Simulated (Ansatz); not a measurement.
# Nb (bcc type): the cost of one run

Computed with Ansatz 0.2.0 (DFT PBEsol, with the methods named in each step, unless a step's input says otherwise).

1 further run of the same task is left out (it didn't finish). Runs told in other sessions of the task aren't counted.

## Step 1: Starting point

It takes space group Im-3m (No. 229, cubic). Conventional cell: a = 3.272 Å, b = 3.272 Å, c = 3.272 Å, α = 90.00°, β = 90.00°, γ = 90.00°. Nb (site symmetry m-3m) has 8 Nb at 2.83 Å in its first shell of neighbours.

As a file:

```cif
data_structure
_symmetry_space_group_name_H-M 'P 1'
_symmetry_Int_Tables_number 1
_cell_length_a 2.8338
_cell_length_b 2.8338
_cell_length_c 2.8338
_cell_angle_alpha 109.471
_cell_angle_beta 109.471
_cell_angle_gamma 109.471
_cell_volume 17.52
loop_
_atom_site_label
_atom_site_type_symbol
_atom_site_fract_x
_atom_site_fract_y
_atom_site_fract_z
_atom_site_occupancy
Nb1 Nb 0.00000 0.00000 0.00000 1
```

Whether this phase is the stable one at these pressures isn't tested.

## Step 2: The reference volume, LAPW

The input, input.yaml:

```yaml
crystal:
  lattice:
    - [-1.6360835544, 1.6360835544, 1.6360835544]
    - [1.6360835544, -1.6360835544, 1.6360835544]
    - [1.6360835544, 1.6360835544, -1.6360835544]
  atoms:
    - { symbol: Nb, position: [0.0, 0.0, 0.0] }
kpoints:
  mp_grid: { grid: [16, 16, 16] }
  band_path:
    path:
      - [0.0, 0.0, 0.0]
      - [0.5, -0.5, 0.5]
      - [0.0, 0.0, 0.5]
      - [0.0, 0.0, 0.0]
      - [0.25, 0.25, 0.25]
      - [0.5, -0.5, 0.5]
      - [0.25, 0.25, 0.25]
      - [0.0, 0.0, 0.5]
    npoints: 14
scf:
  occupations: { method: fermi_dirac, width: 0.1 }
hamiltonian:
  xc: pbesol
  pseudopotentials: { kind: all_electron, lapw: { basis_error: 0.001 } }
output:
  forces: true
  stress: true
  eigenvalues: true
  populations: true
  dos: { projected: true, de: 0.2, e_range: [-14, 8] }
```

The run is started by

```
$ ansatz run input.yaml --threads 1 --pin off --max-ram 2048MiB --backend cpu --events-out ev --progress --plain --runs-dir out
```

Q: Estimate wall time and peak memory on 1 thread of Arm Neoverse V1, shared host.

About 16 s, with a peak of 0.32 GiB.
